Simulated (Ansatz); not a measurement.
Predict the output of the script below (the Ansatz DFT code, driven from Python).

`scf.yaml`
```yaml
crystal:
  lattice:
    - [4.56122, 0.0, 0.0]
    - [-2.28061, 3.950133, 0.0]
    - [0.0, 0.0, 5.563685]
  atoms:
    - { symbol: In, position: [0.0, 0.0, 0.0] }
    - { symbol: In, position: [0.333333, 0.666667, 0.644883] }
    - { symbol: In, position: [0.666667, 0.333333, 0.355117] }
    - { symbol: Pd, position: [0.333333, 0.666667, 0.150019] }
    - { symbol: Pd, position: [0.666667, 0.333333, 0.849981] }
kpoints:
  mp_grid: { grid: [6, 6, 4] }
hamiltonian:
  xc: r2scan
scf:
  occupations: { method: gaussian, width: 0.1 }
output:
  stress: true
  eigenvalues: true
```

Script `in3pd2_yaml_run.py`:
```python
# -*- coding: utf-8 -*-
'''In3Pd2 from YAML text.'''

import ansatz as az
import numpy as np

res = az.Session.from_deck('scf.yaml').plan().execute()
summary = res.report

print(f'free energy      {summary["free_energy_ev"]:.5f} eV')
print(f'per atom         {summary["free_energy_ev"] / len(res.lattice.sites):.5f} eV')
print(f'SCF iterations   {summary["n_iterations"]}  (converged: {summary["converged"]})')

# pressure is a third of the trace
print('pressure by term (GPa)')
for term, tensor in summary['stress_terms_gpa'].items():
    if np.any(tensor):
        print(f'  {term:28s} {np.trace(np.array(tensor)) / 3:12.3f}')
print(f'  {"total":28s} {np.trace(np.array(summary["stress_gpa"])) / 3:12.3f}')

edges = summary.get('band_edges_ev')
if edges:
    print(f'band edges on the mesh: {edges[0]:.3f} and {edges[1]:.3f} eV, gap {edges[1] - edges[0]:.3f} eV')
else:
    print('no band edges reported (a metal, or a gap too narrow for this smearing); Fermi level', round(summary['fermi_energy_ev'], 3), 'eV')

fermi = summary['fermi_energy_ev']
print('levels less the Fermi level (eV) at the first k-points')
for k, levels in list(zip(summary['kpoints_frac'], summary['eigenvalues_ev']))[:4]:
    print('k = ({:.3f}, {:.3f}, {:.3f})'.format(*k))
    print('   ', ' '.join(f'{e - fermi:.3f}' for e in levels))

used = summary['setup']
print('cutoffs (eV):', used['ecut_ev'], used['ecutrho_ev'], ' FFT grid:', used['fft_dense'])
print('cell volume {:.3f} A^3, {} symmetry operations'.format(used['cell_volume_ang3'], used['n_sym_ops']))
```

```console
$ python in3pd2_yaml_run.py
DeckWarning: the atoms were moved onto the symmetric positions of the space group found under crystal.symmetry.tolerance 1.0e-5 (fractional; no operation is sought that the atoms, as they stand in a [...]
DeckWarning: basis.ecutwfc = 500 eV, auto-derived from the records' recommended cutoffs: set by In (their level for a meta-GGA)
free energy      -30809.77837 eV
per atom         -6161.95567 eV
SCF iterations   8  (converged: True)
pressure by term (GPa)
  kinetic                          1878.793
  hartree                          1769.933
  ewald                           -4448.284
  local_pseudopotential            1285.535
  nonlocal_pseudopotential         -584.167
  augmentation                      442.358
  nlcc                             -695.444
  xc                                350.723
  augmentation_tail                  -0.001
  scf_correction                     -0.000
  pulay_correction                    0.102
  total                              -0.453
no band edges reported (a metal, or a gap too narrow for this smearing); Fermi level 14.165 eV
levels less the Fermi level (eV) at the first k-points
k = (0.000, 0.000, 0.000)
    -87.236 -87.230 -52.184 -52.165 -52.148 -52.148 -52.121 -52.121 -15.626 -15.626 -15.407 -15.407 -15.379 -15.379 -15.364 -15.364 -15.191 -15.191 -15.131 -15.088 -15.088 -15.033 -15.033 -10.146 -6.088 -5.637 -4.632 -4.632 -3.918 -3.918 -3.224 -3.224 -2.637 -2.637 -1.749 -1.651 1.583 1.583 2.685 2.768 3.485 3.485 5.388 5.446
k = (0.000, 0.000, 0.250)
    -87.236 -87.230 -52.185 -52.165 -52.148 -52.148 -52.121 -52.121 -15.583 -15.583 -15.446 -15.427 -15.427 -15.321 -15.301 -15.301 -15.296 -15.296 -15.134 -15.115 -15.115 -14.951 -14.951 -9.804 -7.272 -5.047 -4.736 -4.736 -3.987 -3.987 -3.084 -3.084 -2.935 -2.653 -2.653 0.318 1.982 1.982 2.169 3.438 3.689 3.689 4.743 4.898
k = (0.000, 0.000, -0.500)
    -87.236 -87.230 -52.185 -52.165 -52.148 -52.148 -52.121 -52.121 -15.487 -15.487 -15.453 -15.452 -15.452 -15.429 -15.429 -15.260 -15.260 -15.258 -15.146 -15.135 -15.135 -14.906 -14.906 -9.009 -8.523 -4.828 -4.828 -4.816 -4.052 -4.052 -3.283 -2.896 -2.896 -2.733 -2.733 0.898 2.589 2.589 3.089 3.899 4.132 4.132 4.133 4.133
k = (0.000, 0.167, 0.000)
    -87.235 -87.231 -52.184 -52.168 -52.148 -52.144 -52.122 -52.120 -15.603 -15.574 -15.452 -15.418 -15.372 -15.343 -15.341 -15.324 -15.258 -15.243 -15.148 -15.115 -15.106 -15.026 -14.989 -9.837 -5.936 -5.740 -4.484 -4.469 -3.970 -3.905 -3.349 -3.275 -2.778 -2.664 -1.776 -1.618 -0.466 0.405 2.026 3.939 4.122 4.697 5.234 5.366
cutoffs (eV): 500.0 2000.0  FFT grid: [36, 36, 45]
cell volume 100.243 A^3, 12 symmetry operations
```
(Warnings from the package without file and line, shortened, repeats left out.)

Caveats:
- Total energies depend on the potentials; only differences at equal settings carry meaning.
- Spin is left out of this run.
- The computed bands are complete only to about 4.1 eV above the Fermi level.
- For a metal this k-point mesh is coarse: on a finer one energies can move by several to tens of meV an atom and pressures by half a GPa or more, differences at one mesh by less.
- An absolute Fermi energy rests on an arbitrary zero of the periodic potential and has no direct meaning.
- Pressure is positive in compression.
- This cell is a computed structure, which may not be the phase found in nature.
- Levels are Kohn-Sham eigenvalues on this mesh, without spin-orbit coupling.
- Hardware and time: 18 s on 1 thread of Arm Neoverse V1, with other jobs on the host, peak memory 0.71 GiB.

(A comment or docstring line of the script was reworded after the run, the code is as it ran; lines on the test bed's own set-up are left out of the output.)
